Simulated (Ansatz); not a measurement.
# F3GeH2: the cost of one run

Method: UKS r2SCANh-D4/def2-SVP, in Ansatz 0.2.0.

## 1. The system as given

Bond lengths: Ge1–H2 1.800 Å, Ge1–F3 1.680 Å, Ge1–F4 1.679 Å, Ge1–F5 1.679 Å. Angles: H2–Ge1–F3 109.4°, H2–Ge1–F4 109.5°, H2–Ge1–F5 109.5°, F3–Ge1–F4 109.5°, F3–Ge1–F5 109.5°, F4–Ge1–F5 109.5°.

Coordinates:

```xyz
6

Ge    0.0000    0.0000    0.0000
H     0.0000    0.0000    1.8000
F     1.5842    0.0000   -0.5594
F    -0.7913    1.3709   -0.5594
F    -0.7913   -1.3709   -0.5594
H     0.0000    0.0000    2.7600
```

## 2. A restrained relaxation towards end A

Springs on the bonds that form and break draw the guess towards this end; the thresholds are loose.

input.yaml

```yaml
crystal:
  periodic: [false, false, false]
  atoms:
    - { symbol: Ge, position_ang: [0.0, 0.0, 0.0] }
    - { symbol: H, position_ang: [0.0, 0.0, 1.8] }
    - { symbol: F, position_ang: [1.5842, 0.0, -0.5594] }
    - { symbol: F, position_ang: [-0.7913, 1.3709, -0.5594] }
    - { symbol: F, position_ang: [-0.7913, -1.3709, -0.5594] }
    - { symbol: H, position_ang: [0.0, 0.0, 2.76] }
magnetization:
  spin_polarized: true
  initial_magnetization: 1
basis:
  gaussian: { orbitals: def2-SVP }
hamiltonian:
  xc: r2scanh
  dispersion: d4
relax:
  f_tol: 0.15
  max_steps: 25
  restrain:
    - { distance: [1, 5], at: 1.86, k: 30.0 }
    - { distance: [0, 1], at: 1.55, k: 30.0 }
output:
  orbitals: {}
```

Launch:

```bash
$ ansatz run input.yaml --threads 4 --pin off --max-ram 5120MiB --backend cpu --events-out ev --progress --plain --runs-dir out
```

**Question.** How long does this run take on 4 threads of Intel Xeon Platinum 8488C (Sapphire Rapids), shared host, and how much memory does it need?

About 17 s, with a peak of 0.32 GiB.
